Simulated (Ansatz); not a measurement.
# CH4BClO2: the cost of one run

Computed with Ansatz 0.2.0, Gaussian basis. Level: the settings change from run to run.

## Step 1: The geometry

An earlier PBE0-D4 in a triple-zeta def2 set relaxation fixed the geometry.

9 atoms, charge 0, spin multiplicity 1.

Atoms are counted from 1 here; the program's logs count them from 0.

Bond lengths: B1–C2 1.590 Å, B1–Cl5 1.901 Å, B1–H6 1.200 Å, B1–H7 1.200 Å, C2–O3 1.298 Å, C2–O4 1.298 Å, O3–H8 0.970 Å, O4–H9 0.970 Å. Angles: C2–B1–Cl5 93.8°, C2–B1–H6 110.6°, C2–B1–H7 110.6°, Cl5–B1–H6 111.1°, Cl5–B1–H7 111.1°, H6–B1–H7 117.2°, B1–C2–O3 120.6°, B1–C2–O4 120.6°, O3–C2–O4 118.7°, C2–O3–H8 114.8°, C2–O4–H9 114.8°.

As a file:

```mol
CH4BClO2
  3D, bonds by distance, orders not assigned

  9  8  0  0  0  0  0  0  0  0999 V2000
   -0.0811    0.8569   -0.9582 B   0  0
   -0.1339   -0.2808    0.1518 C   0  0
    0.4596   -1.4190   -0.0398 O   0  0
   -0.7129   -0.0642    1.2931 O   0  0
    1.5363    1.6051   -0.2959 Cl  0  0
   -0.9969    1.6209   -0.8243 H   0  0
    0.0787    0.3781   -2.0470 H   0  0
    0.5058   -1.9912    0.7419 H   0  0
   -0.5668   -0.7519    1.9612 H   0  0
  1  2  8  0
  1  5  8  0
  1  6  8  0
  1  7  8  0
  2  3  8  0
  2  4  8  0
  3  8  8  0
  4  9  8  0
M  END
```

## Step 2: HSE06/ANO-RCC-VTZP

Options: coordinates scaled by 0.92.

Contents of in.yaml:

```yaml
crystal:
  periodic: [false, false, false]
  atoms:
    - {symbol: B, position_ang: [-0.074646, 0.788306, -0.881506]}
    - {symbol: C, position_ang: [-0.123167, -0.258299, 0.139690]}
    - {symbol: O, position_ang: [0.422789, -1.305524, -0.036612]}
    - {symbol: O, position_ang: [-0.655896, -0.059063, 1.189611]}
    - {symbol: Cl, position_ang: [1.413378, 1.476649, -0.272238]}
    - {symbol: H, position_ang: [-0.917148, 1.491236, -0.758357]}
    - {symbol: H, position_ang: [0.072382, 0.347828, -1.883227]}
    - {symbol: H, position_ang: [0.465292, -1.831925, 0.682556]}
    - {symbol: H, position_ang: [-0.521471, -0.691712, 1.804260]}
basis:
  gaussian: {orbitals: ANO-RCC-VTZP}
hamiltonian: {xc: {name: HSE06}}
output: {forces: true}
```

Started as:

```
$ ansatz run in.yaml --threads 2 --pin off --events-out ev --progress --plain --max-ram 4352MiB
```

Q: Estimate wall time and peak memory on 2 threads of Arm Neoverse V1, shared host.

About 17 s, with a peak of 0.79 GiB.
